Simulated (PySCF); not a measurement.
**A gas-phase reaction: C6H16Si4 + F2 → C6H15FSi4 + FH**

Aim: the reaction energy of `C1[SiH]2C[SiH]3C[SiH]1C[SiH](C2)C3` + `FF` → `F[Si]12C[SiH]3C[SiH](C[SiH](C3)C1)C2` + `F`.

Computed with PySCF 2.14.0; each step states its level. No surroundings beyond the atoms listed, unless a continuum is named. Atoms count from 0, parts from 1.

## Step 1: Starting point

Each species was relaxed by itself at GFN2-xTB.

## Step 2: Reaction energy: PBE0-D3(BJ)/def2-SVP

What the job is given:

```
{"job": {"kind": "react", "xc": "PBE0", "basis": "def2-SVP", "disp": "d3bj"}, "charge": 0, "multiplicity": 1}
-1 C6H16Si4 charge 0 multiplicity 1
C      0.747250     1.537440     1.354190
Si     1.781750     0.060130     0.746440
C      1.844860     0.119060    -1.154570
Si     0.106000     0.063470    -1.926290
C     -0.888910     1.542680    -1.259970
Si    -1.016150     1.513730     0.638620
C     -1.844440    -0.120560     1.153470
Si    -0.869180    -1.637000     0.543650
C      0.891640    -1.541820     1.259760
C     -0.749950    -1.536880    -1.353080
H      1.241180     2.467270     1.080060
H      0.700360     1.527590     2.441080
H      3.147410     0.106670     1.318620
H      2.358410     1.022760    -1.475760
H      2.436270    -0.714920    -1.526450
H      0.188160     0.112270    -3.404530
H     -1.886440     1.538120    -1.694210
H     -0.422680     2.471750    -1.580950
H     -1.795710     2.674440     1.128260
H     -2.857710    -0.155360     0.758900
H     -1.938870    -0.157680     2.236640
H     -1.536350    -2.892480     0.960300
H      1.468500    -2.402550     0.927960
H      0.848410    -1.605450     2.345000
H     -0.206380    -2.399190    -1.733210
H     -1.747410    -1.593500    -1.783920

-1 F2 charge 0 multiplicity 1
F      0.701380    -0.007990    -0.006320
F     -0.701380     0.007990     0.006320

+1 C6H15FSi4 charge 0 multiplicity 1
F     -2.677170     2.264560    -0.179530
Si    -1.426010     1.206570    -0.095710
C      0.179640     2.171980     0.171230
Si     1.654730     0.973000     0.272680
C      1.715210    -0.029840    -1.344600
Si     0.111030    -1.007620    -1.653380
C     -0.167400    -2.168130    -0.169900
Si    -0.280240    -1.222100     1.478480
C      1.334110    -0.238520     1.706010
C     -1.714700     0.022820     1.352270
C     -1.333370     0.230730    -1.714590
H      0.117570     2.761100     1.083480
H      0.332170     2.881160    -0.639240
H      2.912740     1.724390     0.480690
H      2.558240    -0.716770    -1.314160
H      1.900400     0.639280    -2.182130
H      0.186400    -1.771660    -2.918810
H      0.643220    -2.891810    -0.117560
H     -1.077210    -2.744760    -0.322540
H     -0.504370    -2.149380     2.610040
H      2.170560    -0.928830     1.791360
H      1.297580     0.309750     2.644970
H     -1.804340     0.580530     2.281790
H     -2.655780    -0.506580     1.221700
H     -2.268140    -0.298170    -1.886830
H     -1.204840     0.908310    -2.555710

+1 FH charge 0 multiplicity 1
F      0.466130    -0.007170    -0.005680
H     -0.466130     0.007170     0.005680
```

Method: PBE0-D3(BJ)/def2-SVP reaction energy of separated species, gas phase.

Command:

```console
$ OMP_NUM_THREADS=1 python cluster_run.py task.json out
```

The driver reads the jobs from task.json and runs them one after another.

**Question.** The jobs that follow are: PBE0-D4/def2-SVP reaction energy of separated species, gas phase; PBE0/jun-cc-pV(D+d)Z reaction energy of separated species, gas phase; HF-D3(BJ)/6-31G reaction energy of separated species, gas phase. Predict: reaction energy (PBE0-D3(BJ)/def2-SVP); ΔH, ΔG at 298 K (xTB thermal terms). Thermal terms come from harmonic xTB runs on each species.

The runs gave:

| quantity | value |
| --- | --- |
| reaction energy (PBE0-D3(BJ)/def2-SVP) | -155.0 kcal/mol |
| ΔH, ΔG at 298 K (xTB thermal terms) | -153.3, -153.6 kcal/mol |
| range of the reaction energy over the runs | -159.9 to -153.7 kcal/mol |

What this shows: The reaction is exothermic by 153.3 kcal/mol in the gas phase; dispersion gives -0.17, and xTB itself gave -121.4 for the electronic energy (xTB energies and thermal terms come from the earlier relaxation of each species, not shown). No barrier was sought. xTB misses the electronic energy widely. The reaction energy runs from -159.9 (PBE0/jun-cc-pV(D+d)Z) to -153.7 kcal/mol (HF-D3(BJ)/6-31G). Some runs hold a dispersion term and some don't.
